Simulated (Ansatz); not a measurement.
# BH₃O₃ + SiH₄: a complex and its separated parts, part 1 of 2

The complex below is one end of an elementary step. How strongly is it bound against its free parts?

Method: PBE0-D4/def2-TZVP structures, single points in def2-TZVPP, no counterpoise correction; program: Ansatz 0.2.0, Gaussian basis.

Levels: SPW92, PBE-D4, BLYP-D4, r2SCAN-D4, B97M-V, PBE0-D4, B3LYP-D4, r2SCAN0-D4, BHLYP-D4, CAM-B3LYP-D4, wB97X-V, wB97M-V, B2PLYP, PBE-QIDH, RPA on PBE, Hartree-Fock, MP2, CCSD, CCSD(T).

Correlated methods freeze the cores. B3LYP uses VWN-RPA correlation. B2PLYP carries no dispersion term here.

94 further runs of the same task are left out: 94 set aside as unsound or not needed. Runs told in other sessions of the task aren't counted.

### 1 The system as given

The complex: 12 atoms, charge 0, spin multiplicity 1.

Atoms are counted from 1 here; the program's logs count them from 0.

Bond lengths: B1–O3 1.364 Å, B1–O4 1.369 Å, B1–O6 1.365 Å, Si2–H5 1.482 Å, Si2–H7 1.487 Å, Si2–H8 1.489 Å, Si2–H9 1.481 Å, O3–H10 0.961 Å, O4–H11 0.960 Å, O6–H12 0.960 Å. Angles: O3–B1–O4 120.0°, O3–B1–O6 120.3°, O4–B1–O6 119.6°, H5–Si2–H7 109.2°, H5–Si2–H8 109.7°, H5–Si2–H9 111.2°, H7–Si2–H8 107.5°, H7–Si2–H9 109.4°, H8–Si2–H9 109.8°, B1–O3–H10 112.2°, B1–O4–H11 112.3°, B1–O6–H12 112.2°.

Coordinates:

```mol
BH7O3Si
  3D, bonds by distance, orders not assigned

 12 10  0  0  0  0  0  0  0  0999 V2000
   -0.4332   -1.6028   -0.2073 B   0  0
    0.6122    2.2330    0.2853 Si  0  0
   -1.6135   -0.9837    0.0809 O   0  0
    0.7524   -0.9563    0.0174 O   0  0
    0.5110    1.8692   -1.1478 H   0  0
   -0.4257   -2.8677   -0.7216 O   0  0
    0.4987    3.7090    0.4230 H   0  0
   -0.5176    1.6236    1.0395 H   0  0
    1.9001    1.7826    0.8613 H   0  0
   -1.4832   -0.0990    0.4341 H   0  0
    1.5108   -1.4904   -0.2287 H   0  0
   -1.3118   -3.2177   -0.8360 H   0  0
  1  3  8  0
  1  4  8  0
  1  6  8  0
  2  5  8  0
  2  7  8  0
  2  8  8  0
  2  9  8  0
  3 10  8  0
  4 11  8  0
  6 12  8  0
M  END
```

Its parts: BH₃O₃ holds atoms 1, 3, 4, 6, 10, 11, 12; SiH₄ holds atoms 2, 5, 7, 8, 9. Each part counts its atoms afresh in its own runs.

### 2 Relaxing BH₃O₃ alone

relax-a/in.yaml reads:

```yaml
crystal:
  periodic: [false, false, false]
  atoms:
    - {symbol: B, position_ang: [-0.433205, -1.602828, -0.207275]}
    - {symbol: O, position_ang: [-1.613509, -0.983674, 0.080858]}
    - {symbol: O, position_ang: [0.752376, -0.956327, 0.017376]}
    - {symbol: O, position_ang: [-0.425654, -2.867711, -0.721617]}
    - {symbol: H, position_ang: [-1.483185, -0.098996, 0.434071]}
    - {symbol: H, position_ang: [1.510757, -1.490359, -0.228657]}
    - {symbol: H, position_ang: [-1.311849, -3.217654, -0.835970]}
basis:
  gaussian: {orbitals: def2-TZVP}
hamiltonian: {xc: pbe0, dispersion: d4}
relax: {f_tol: 0.005, max_steps: 200}
```

The run is started by

```bash
$ ansatz run in.yaml --threads 8 --pin off --events-out ev --progress --plain --max-ram 19148MiB
```

The log of the run (excerpt; [...] marks lines left out):

```text
Functional definition: PBE0
  name "PBE0"
  cite "Adamo & Barone, J. Chem. Phys. 110, 6158 (1999) doi:10.1063/1.478522"
  cite "Perdew, Burke & Ernzerhof, Phys. Rev. Lett. 77, 3865 (1996) doi:10.1103/PhysRevLett.77.3865"
  parent pbe
[...]
754 factors; their error is unknown
[...]
mean field -6866.28100098 eV, -252.3311726537 hartree, gradient 3.4e-5 eV, S^2 0.000000; 0 other end points of the search recorded, 0 dependent functions left out
[...]
reference -6866.28102605 eV, -252.3311735750 hartree; 16, 16 occupied and 126, 126 virtual orbitals, 754 factors
[...]
Total energy: -6866.35118018 eV, -252.3337516916 hartree
Atom 0 at    -0.429192    -1.602501    -0.208702 Å, force    -0.000322     0.000143    -0.000094 eV/Å
Atom 1 at    -1.612768    -0.984609     0.080358 Å, force     0.001234    -0.000082    -0.000063 eV/Å
Atom 2 at     0.752309    -0.954523     0.015770 Å, force    -0.000928    -0.000626    -0.000234 eV/Å
Atom 3 at    -0.427098    -2.868371    -0.722269 Å, force     0.000037     0.000387     0.000170 eV/Å
Atom 4 at    -1.483923    -0.102038     0.434109 Å, force    -0.000268    -0.000130     0.000006 eV/Å
Atom 5 at     1.510935    -1.489914    -0.226118 Å, force     0.000150     0.000124     0.000103 eV/Å
Atom 6 at    -1.314532    -3.215593    -0.834363 Å, force     0.000097     0.000185     0.000112 eV/Å
Dipole moment:    -0.000006    -0.000020    -0.000074 e Å
```

It took 3.3 s on 8 threads of Arm Neoverse V1, shared host.

The steps of the relaxation:

| step | energy from step 1 (eV) | largest force component (eV/Å) |
| --- | --- | --- |
| 1 | 0.0000 | 0.2155 |
| 2 | -0.0004 | 0.1136 |
| 3 | -0.0005 | 0.0268 |
| 4 | -0.0005 | 0.0012 |

Distances of close pairs at the start and the end, largest changes first:

| bond | before (Å) | after (Å) | change (Å) |
| --- | --- | --- | --- |
| B1–O3 | 1.369 | 1.366 | -0.003 |
| B1–O2 | 1.364 | 1.366 | +0.002 |
| O2–H5 | 0.961 | 0.960 | -0.002 |
| B1–O4 | 1.365 | 1.366 | +0.001 |
| O4–H7 | 0.960 | 0.960 | -0.000 |
| O3–H6 | 0.960 | 0.960 | -0.000 |

### 3 Relaxing SiH₄ alone

relax-b/in.yaml reads:

```yaml
crystal:
  periodic: [false, false, false]
  atoms:
    - {symbol: Si, position_ang: [0.612213, 2.233005, 0.285282]}
    - {symbol: H, position_ang: [0.510956, 1.869186, -1.147808]}
    - {symbol: H, position_ang: [0.498653, 3.709024, 0.423044]}
    - {symbol: H, position_ang: [-0.517572, 1.623635, 1.039509]}
    - {symbol: H, position_ang: [1.900120, 1.782599, 0.861286]}
basis:
  gaussian: {orbitals: def2-TZVP}
hamiltonian: {xc: pbe0, dispersion: d4}
relax: {f_tol: 0.005, max_steps: 200}
```

The run is started by

```bash
$ ansatz run in.yaml --threads 8 --pin off --events-out ev --progress --plain --max-ram 19148MiB
```

The log of the run (excerpt; [...] marks lines left out):

```text
[... 5 set-up lines as earlier in the session ...]
[...]
444 factors; their error is unknown
[...]
mean field -7939.08195926 eV, -291.7558806996 hartree, gradient 1.8e-5 eV, S^2 0.000000; 0 other end points of the search recorded, 0 dependent functions left out
[...]
Atom 1 at     0.517403     1.863987    -1.140668 Å, force     0.000054    -0.000172    -0.001004 eV/Å
Atom 2 at     0.506847     3.719771     0.419537 Å, force    -0.000089     0.000324     0.000073 eV/Å
Atom 3 at    -0.516096     1.610250     1.037762 Å, force    -0.000053     0.000198     0.000074 eV/Å
Atom 4 at     1.895324     1.779929     0.852425 Å, force     0.001087    -0.000297     0.000375 eV/Å
Dipole moment:     0.000020     0.000021    -0.000007 e Å
```

Wall time 0.8 s (8 threads of Arm Neoverse V1, shared host).

The steps of the relaxation:

| step | energy from step 1 (eV) | largest force component (eV/Å) |
| --- | --- | --- |
| 1 | 0.0000 | 0.2309 |
| 2 | -0.0032 | 0.0322 |
| 3 | -0.0033 | 0.0310 |
| 4 | -0.0034 | 0.0011 |

Close pairs (by a distance rule), those that changed most:

| bond | before (Å) | after (Å) | change (Å) |
| --- | --- | --- | --- |
| Si1–H4 | 1.489 | 1.485 | -0.004 |
| Si1–H5 | 1.481 | 1.485 | +0.004 |
| Si1–H2 | 1.482 | 1.485 | +0.003 |
| Si1–H3 | 1.487 | 1.485 | -0.002 |

### 4 SPW92/def2-TZVPP

parta/in.yaml reads:

```yaml
crystal:
  periodic: [false, false, false]
  atoms:
    - {symbol: B, position_ang: [-0.429192, -1.602501, -0.208702]}
    - {symbol: O, position_ang: [-1.612768, -0.984609, 0.080358]}
    - {symbol: O, position_ang: [0.752309, -0.954523, 0.015770]}
    - {symbol: O, position_ang: [-0.427098, -2.868371, -0.722269]}
    - {symbol: H, position_ang: [-1.483923, -0.102038, 0.434109]}
    - {symbol: H, position_ang: [1.510935, -1.489914, -0.226118]}
    - {symbol: H, position_ang: [-1.314532, -3.215593, -0.834363]}
basis:
  gaussian: {orbitals: def2-TZVPP}
hamiltonian: {xc: lda}
```

partb/in.yaml reads:

```yaml
crystal:
  periodic: [false, false, false]
  atoms:
    - {symbol: Si, position_ang: [0.600891, 2.243511, 0.292257]}
    - {symbol: H, position_ang: [0.517403, 1.863987, -1.140668]}
    - {symbol: H, position_ang: [0.506847, 3.719771, 0.419537]}
    - {symbol: H, position_ang: [-0.516096, 1.610250, 1.037762]}
    - {symbol: H, position_ang: [1.895324, 1.779929, 0.852425]}
basis:
  gaussian: {orbitals: def2-TZVPP}
hamiltonian: {xc: lda}
```

The same command starts each run, in its folder.

The run is started by

```bash
$ ansatz run in.yaml --threads 8 --pin off --events-out ev --progress --plain --max-ram 19148MiB
```

Log of parta (excerpt; [...] marks lines left out):

```text
Functional definition: SPW92
  name "SPW92"
  cite "Dirac, Proc. Camb. Phil. Soc. 26, 376 (1930) doi:10.1017/S0305004100016108"
  cite "Slater, Phys. Rev. 81, 385 (1951) doi:10.1103/PhysRev.81.385"
  cite "Perdew & Wang, Phys. Rev. B 45, 13244 (1992) doi:10.1103/PhysRevB.45.13244"
[...]
799 factors; their error is unknown
[...]
mean field -6822.34930744 eV, -250.7167126939 hartree, gradient 6.7e-5 eV, S^2 0.000000; 0 other end points of the search recorded, 0 dependent functions left out
reference -6822.34934068 eV, -250.7167139156 hartree; 16, 16 occupied and 150, 150 virtual orbitals, 799 factors
Total energy: -6822.34934068 eV, -250.7167139156 hartree
```

Output in partb (excerpt; [...] marks lines left out):

```text
[... 5 set-up lines as earlier in the session ...]
[...]
524 factors; their error is unknown
[...]
mean field -7909.52602233 eV, -290.6697200515 hartree, gradient 2.7e-5 eV, S^2 0.000000; 0 other end points of the search recorded, 0 dependent functions left out
reference -7909.52605442 eV, -290.6697212307 hartree; 9, 9 occupied and 89, 89 virtual orbitals, 524 factors
Total energy: -7909.52605442 eV, -290.6697212307 hartree
```

Times: 0.35 s (parta), 0.15 s (partb) on 8 threads of Arm Neoverse V1, shared host.

### 5 PBE-D4/def2-TZVPP

The same edit goes into each in.yaml of step 4 (parta, partb):

```diff
-hamiltonian: {xc: lda}
+hamiltonian: {xc: pbe, dispersion: d4}
```

The same command starts each run, in its folder.

The run is started by

```bash
$ ansatz run in.yaml --threads 8 --pin off --events-out ev --progress --plain --max-ram 19148MiB
```

parta printed (excerpt; [...] marks lines left out):

```text
Functional definition: PBE
  name "PBE"
[... 2 set-up lines as earlier in the session ...]
[...]
799 factors; their error is unknown
[...]
mean field -6866.23679498 eV, -252.3295481132 hartree, gradient 1.1e-5 eV, S^2 0.000000; 0 other end points of the search recorded, 0 dependent functions left out
reference -6866.23683106 eV, -252.3295494389 hartree; 16, 16 occupied and 150, 150 virtual orbitals, 799 factors
Total energy: -6866.32166331 eV, -252.3326669666 hartree
```

Output in partb (excerpt; [...] marks lines left out):

```text
[... 4 set-up lines as earlier in the session ...]
[...]
524 factors; their error is unknown
[...]
mean field -7938.15288711 eV, -291.7217379279 hartree, gradient 2.5e-5 eV, S^2 0.000000; 0 other end points of the search recorded, 0 dependent functions left out
reference -7938.15292141 eV, -291.7217391884 hartree; 9, 9 occupied and 89, 89 virtual orbitals, 524 factors
Total energy: -7938.19526230 eV, -291.7232951875 hartree
```

Times: 0.5 s (parta), 0.25 s (partb) on 8 threads of Arm Neoverse V1, shared host.

### 6 BLYP-D4/def2-TZVPP

Each input of step 5 (parta, partb) changes in the same lines:

```diff
-hamiltonian: {xc: pbe, dispersion: d4}
+hamiltonian: {xc: {name: BLYP}, dispersion: d4}
```

One command serves all of them, each in its own folder.

The run is started by

```bash
$ ansatz run in.yaml --threads 8 --pin off --events-out ev --progress --plain --max-ram 19148MiB
```

Log of parta (excerpt; [...] marks lines left out):

```text
Functional definition: BLYP
  name "BLYP"
  cite "Becke, Phys. Rev. A 38, 3098 (1988) doi:10.1103/PhysRevA.38.3098"
  cite "Lee, Yang & Parr, Phys. Rev. B 37, 785 (1988) doi:10.1103/PhysRevB.37.785"
[...]
799 factors; their error is unknown
[...]
mean field -6872.59180384 eV, -252.5630903811 hartree, gradient 1.3e-5 eV, S^2 0.000000; 0 other end points of the search recorded, 0 dependent functions left out
reference -6872.59209168 eV, -252.5631009592 hartree; 16, 16 occupied and 150, 150 virtual orbitals, 799 factors
Total energy: -6872.78884935 eV, -252.5703316699 hartree
```

Log of partb (excerpt; [...] marks lines left out):

```text
[... 4 set-up lines as earlier in the session ...]
[...]
524 factors; their error is unknown
[...]
mean field -7942.32372761 eV, -291.8750134892 hartree, gradient 1.7e-5 eV, S^2 0.000000; 0 other end points of the search recorded, 0 dependent functions left out
reference -7942.32400910 eV, -291.8750238337 hartree; 9, 9 occupied and 89, 89 virtual orbitals, 524 factors
Total energy: -7942.42242401 eV, -291.8786405152 hartree
```

Times: 0.5 s (parta), 0.25 s (partb) on 8 threads of Arm Neoverse V1, shared host.

### 7 r2SCAN-D4/def2-TZVPP

Each input of step 6 (parta, partb) changes in the same lines:

```diff
-hamiltonian: {xc: {name: BLYP}, dispersion: d4}
+hamiltonian: {xc: r2scan, dispersion: d4}
```

The same command starts each run, in its folder.

The run is started by

```bash
$ ansatz run in.yaml --threads 8 --pin off --events-out ev --progress --plain --max-ram 19148MiB
```

Output in parta (excerpt; [...] marks lines left out):

```text
Functional definition: r2SCAN
  name "r2SCAN"
  cite "Furness, Kaplan, Ning, Perdew & Sun, J. Phys. Chem. Lett. 11, 8208 (2020) doi:10.1021/acs.jpclett.0c02405"
  cite "Furness, Kaplan, Ning, Perdew & Sun, J. Phys. Chem. Lett. 11, 9248 (2020) doi:10.1021/acs.jpclett.0c03077"
  parent r2scan
[...]
799 factors; their error is unknown
[...]
mean field -6870.46527918 eV, -252.4849420411 hartree, gradient 2.6e-5 eV, S^2 0.000000; 0 other end points of the search recorded, 0 dependent functions left out
reference -6870.46528969 eV, -252.4849424273 hartree; 16, 16 occupied and 150, 150 virtual orbitals, 799 factors
Total energy: -6870.48534344 eV, -252.4856793891 hartree
```

Output in partb (excerpt; [...] marks lines left out):

```text
[... 5 set-up lines as earlier in the session ...]
[...]
524 factors; their error is unknown
[...]
mean field -7941.75742344 eV, -291.8542021949 hartree, gradient 1.5e-5 eV, S^2 0.000000; 0 other end points of the search recorded, 0 dependent functions left out
reference -7941.75743404 eV, -291.8542025844 hartree; 9, 9 occupied and 89, 89 virtual orbitals, 524 factors
Total energy: -7941.76700338 eV, -291.8545542511 hartree
```

Wall times: 1.1 s (parta), 0.55 s (partb) on 8 threads of Arm Neoverse V1, shared host.

### 8 B97M-V/def2-TZVPP

The same edit goes into each in.yaml of step 7 (parta, partb):

```diff
-hamiltonian: {xc: r2scan, dispersion: d4}
+hamiltonian: {xc: {name: B97M-V}}
```

One command serves all of them, each in its own folder.

The run is started by

```bash
$ ansatz run in.yaml --threads 8 --pin off --events-out ev --progress --plain --max-ram 19148MiB
```

Output in parta (excerpt; [...] marks lines left out):

```text
Functional definition: B97M-V
  name "B97M-V"
  cite "Mardirossian & Head-Gordon, J. Chem. Phys. 142, 074111 (2015) doi:10.1063/1.4907719"
  cite "Becke, J. Chem. Phys. 107, 8554 (1997) doi:10.1063/1.475007"
  cite "Vydrov & Van Voorhis, J. Chem. Phys. 133, 244103 (2010) doi:10.1063/1.3521275"
  # Of w^i u^j: cxij and so on, Table III.
[...]
  gx(w, u) = cx00 + cx01*u + cx02*u^2 + (cx10 + cx11*u)*w
[...]
  gos(w, u) = cos00 + cos01*u + cos03*u^3 + cos10*w + cos32*w^3*u^2
[...]
      + integral(e_c_pw_mod_opposite_spin*gos(b97_w_opposite, b97_u_opposite)) + vv10(b, c)
799 factors; their error is unknown
[...]
mean field -6872.27221896 eV, -252.5513458533 hartree, gradient 1.3e-5 eV, S^2 0.000000; 0 other end points of the search recorded, 0 dependent functions left out
reference -6872.27227101 eV, -252.5513477663 hartree; 16, 16 occupied and 150, 150 virtual orbitals, 799 factors
Total energy: -6872.27227101 eV, -252.5513477663 hartree
```

Output in partb (excerpt; [...] marks lines left out):

```text
[... 5 set-up lines as earlier in the session ...]
  # Of w^i u^j: cxij and so on, Table III.
[...]
  gx(w, u) = cx00 + cx01*u + cx02*u^2 + (cx10 + cx11*u)*w
[...]
  gos(w, u) = cos00 + cos01*u + cos03*u^3 + cos10*w + cos32*w^3*u^2
[...]
      + integral(e_c_pw_mod_opposite_spin*gos(b97_w_opposite, b97_u_opposite)) + vv10(b, c)
524 factors; their error is unknown
[...]
mean field -7940.58581516 eV, -291.8111463846 hartree, gradient 4.2e-5 eV, S^2 0.000000; 0 other end points of the search recorded, 0 dependent functions left out
reference -7940.58586759 eV, -291.8111483114 hartree; 9, 9 occupied and 89, 89 virtual orbitals, 524 factors
Total energy: -7940.58586759 eV, -291.8111483114 hartree
```

They took 1.7 s (parta), 0.7 s (partb) on 8 threads of Arm Neoverse V1, shared host.

### 9 PBE0-D4/def2-TZVPP

The same edit goes into each in.yaml of step 8 (parta, partb):

```diff
-hamiltonian: {xc: {name: B97M-V}}
+hamiltonian: {xc: pbe0, dispersion: d4}
+output: {orbitals: {seedname: orbitals}}
```

Each run has its own folder and the same command.

The run is started by

```bash
$ ansatz run in.yaml --threads 8 --pin off --events-out ev --progress --plain --max-ram 19148MiB
```

parta printed (excerpt; [...] marks lines left out):

```text
[... 5 set-up lines as earlier in the session ...]
[...]
799 factors; their error is unknown
[...]
mean field -6866.39832909 eV, -252.3354843822 hartree, gradient 3.4e-5 eV, S^2 0.000000; 0 other end points of the search recorded, 0 dependent functions left out
reference -6866.39835467 eV, -252.3354853222 hartree; 16, 16 occupied and 150, 150 virtual orbitals, 799 factors
Total energy: -6866.46798305 eV, -252.3380441181 hartree
```

Output in partb (excerpt; [...] marks lines left out):

```text
[... 5 set-up lines as earlier in the session ...]
[...]
527 factors; their error is unknown
[...]
mean field -7939.10185227 eV, -291.7566117542 hartree, gradient 5.6e-5 eV, S^2 0.000000; 0 other end points of the search recorded, 0 dependent functions left out
reference -7939.10187816 eV, -291.7566127059 hartree; 9, 9 occupied and 89, 89 virtual orbitals, 527 factors
Total energy: -7939.13645953 eV, -291.7578835478 hartree
```

Times: 0.65 s (parta), 0.25 s (partb) on 8 threads of Arm Neoverse V1, shared host.

### 10 B3LYP-D4/def2-TZVPP

Each input of step 9 (parta, partb) changes in the same lines:

```diff
-hamiltonian: {xc: pbe0, dispersion: d4}
-output: {orbitals: {seedname: orbitals}}
+hamiltonian: {xc: {name: B3LYP}, dispersion: d4}
```

Each run has its own folder and the same command.

The run is started by

```bash
$ ansatz run in.yaml --threads 8 --pin off --events-out ev --progress --plain --max-ram 19148MiB
```

Output in parta (excerpt; [...] marks lines left out):

```text
Functional definition: B3LYP
  name "B3LYP"
  cite "Stephens, Devlin, Chabalowski & Frisch, J. Phys. Chem. 98, 11623 (1994) doi:10.1021/j100096a001"
[... 2 set-up lines as earlier in the session ...]
  cite "Vosko, Wilk & Nusair, Can. J. Phys. 58, 1200 (1980) doi:10.1139/p80-159"
[...]
799 factors; their error is unknown
[...]
mean field -6874.07825722 eV, -252.6177165353 hartree, gradient 3.0e-5 eV, S^2 0.000000; 0 other end points of the search recorded, 0 dependent functions left out
reference -6874.07846604 eV, -252.6177242092 hartree; 16, 16 occupied and 150, 150 virtual orbitals, 799 factors
Total energy: -6874.21504748 eV, -252.6227434847 hartree
```

Output in partb (excerpt; [...] marks lines left out):

```text
[... 6 set-up lines as earlier in the session ...]
[...]
527 factors; their error is unknown
[...]
mean field -7943.47010182 eV, -291.9171419643 hartree, gradient 4.1e-5 eV, S^2 0.000000; 0 other end points of the search recorded, 0 dependent functions left out
reference -7943.47031247 eV, -291.9171497059 hartree; 9, 9 occupied and 89, 89 virtual orbitals, 527 factors
Total energy: -7943.53897807 eV, -291.9196731201 hartree
```

Wall times: 0.7 s (parta), 0.25 s (partb) on 8 threads of Arm Neoverse V1, shared host.

### 11 r2SCAN0-D4/def2-TZVPP

Each input of step 10 (parta, partb) changes in the same lines:

```diff
-hamiltonian: {xc: {name: B3LYP}, dispersion: d4}
+hamiltonian: {xc: {name: r2SCAN0}, dispersion: d4}
```

The same command starts each run, in its folder.

The run is started by

```bash
$ ansatz run in.yaml --threads 8 --pin off --events-out ev --progress --plain --max-ram 19148MiB
```

parta printed (excerpt; [...] marks lines left out):

```text
Functional definition: r2SCAN0
  name "r2SCAN0"
  cite "Bursch, Neugebauer, Ehlert & Grimme, J. Chem. Phys. 156, 134105 (2022) doi:10.1063/5.0086040"
[... 3 set-up lines as earlier in the session ...]
[...]
799 factors; their error is unknown
[...]
mean field -6869.53902585 eV, -252.4509028593 hartree, gradient 2.8e-5 eV, S^2 0.000000; 0 other end points of the search recorded, 0 dependent functions left out
reference -6869.53903398 eV, -252.4509031580 hartree; 16, 16 occupied and 150, 150 virtual orbitals, 799 factors
Total energy: -6869.56197085 eV, -252.4517460725 hartree
```

Output in partb (excerpt; [...] marks lines left out):

```text
[... 6 set-up lines as earlier in the session ...]
[...]
527 factors; their error is unknown
[...]
mean field -7941.68708610 eV, -291.8516173453 hartree, gradient 3.9e-6 eV, S^2 0.000000; 0 other end points of the search recorded, 0 dependent functions left out
reference -7941.68709456 eV, -291.8516176561 hartree; 9, 9 occupied and 89, 89 virtual orbitals, 527 factors
Total energy: -7941.69815817 eV, -291.8520242363 hartree
```

They took 1.2 s (parta), 0.55 s (partb) on 8 threads of Arm Neoverse V1, shared host.

### 12 BHLYP-D4/def2-TZVPP

The same edit goes into each in.yaml of step 11 (parta, partb):

```diff
-hamiltonian: {xc: {name: r2SCAN0}, dispersion: d4}
+hamiltonian: {xc: {name: BHLYP}, dispersion: d4}
```

One command serves all of them, each in its own folder.

The run is started by

```bash
$ ansatz run in.yaml --threads 8 --pin off --events-out ev --progress --plain --max-ram 19148MiB
```

parta printed (excerpt; [...] marks lines left out):

```text
Functional definition: BHLYP
  name "BHLYP"
  cite "Becke, J. Chem. Phys. 98, 1372 (1993) doi:10.1063/1.464304"
[... 2 set-up lines as earlier in the session ...]
[...]
917 factors; their error is unknown
[...]
mean field -6870.67755429 eV, -252.4927430076 hartree, gradient 1.1e-5 eV, S^2 0.000000; 0 other end points of the search recorded, 0 dependent functions left out
reference -6870.67769044 eV, -252.4927480109 hartree; 16, 16 occupied and 150, 150 virtual orbitals, 917 factors
Total energy: -6870.76926809 eV, -252.4961134277 hartree
```

partb printed (excerpt; [...] marks lines left out):

```text
[... 5 set-up lines as earlier in the session ...]
[...]
546 factors; their error is unknown
[...]
mean field -7942.64003230 eV, -291.8866374721 hartree, gradient 4.8e-6 eV, S^2 0.000000; 0 other end points of the search recorded, 0 dependent functions left out
reference -7942.64017490 eV, -291.8866427127 hartree; 9, 9 occupied and 89, 89 virtual orbitals, 546 factors
Total energy: -7942.68775808 eV, -291.8883913624 hartree
```

Wall times: 0.65 s (parta), 0.25 s (partb) on 8 threads of Arm Neoverse V1, shared host.

(Continued in part 2 of 2.)
